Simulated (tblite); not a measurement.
# C2H13BGe2Si: the cost of one run

The runs use tblite 0.8.0 and PySCF 2.14.0, with density-fitted response routines of our own; the level of theory stands in each step. All values are computed, except where a source is named. Atoms are numbered from 0 throughout.

### 1 Starting geometry

19 atoms, charge 0, multiplicity 1; geometry from: force field or distance geometry start.

Bonds of the start (Å): C0–B1 1.59, B1–C2 1.59, B1–Si3 1.95, Si3–Ge4 2.31, Ge4–Ge5 2.39, C0–H6 1.12, C0–H7 1.12, C0–H8 1.11, C2–H9 1.12, C2–H10 1.10, C2–H11 1.11, Si3–H12 1.46, Si3–H13 1.47, Ge4–H14 1.55, Ge4–H15 1.55, Ge5–H16 1.56, Ge5–H17 1.55, Ge5–H18 1.54.

### 2 Relaxing the molecule with GFN2-xTB

What the job is given:

```
{"job": {"kind": "relax", "xc": "GFN2-xTB", "basis": "xTB"}, "charge": 0, "multiplicity": 1}
C     -1.465700     0.815500     1.419900
B     -1.352600     0.060500     0.022100
C     -2.020100    -1.371800    -0.147200
Si    -0.302300     0.839900    -1.420200
Ge     1.866300     1.109200    -0.659500
Ge     2.595100    -0.946100     0.308800
H     -2.543900     1.014100     1.636400
H     -0.924700     1.789900     1.386500
H     -1.035500     0.187300     2.227300
H     -3.129300    -1.275300    -0.000900
H     -1.620800    -2.073900     0.600200
H     -1.833700    -1.769600    -1.165200
H     -0.872500     2.135800    -1.783200
H     -0.303400    -0.074300    -2.572200
H      1.894200     2.235200     0.410400
H      2.785500     1.493800    -1.841500
H      4.039200    -0.770900     0.867100
H      1.634700    -1.333400     1.463500
H      2.579800    -2.056600    -0.759700
```

Started as:

```
OMP_NUM_THREADS=1 python probes_run.py task.json out
```

One launch serves the whole session: the jobs run in the order shown.

Q: Estimate the wall time of this first job on 1 thread of Arm Neoverse V2, shared host.

About 1.4 s.
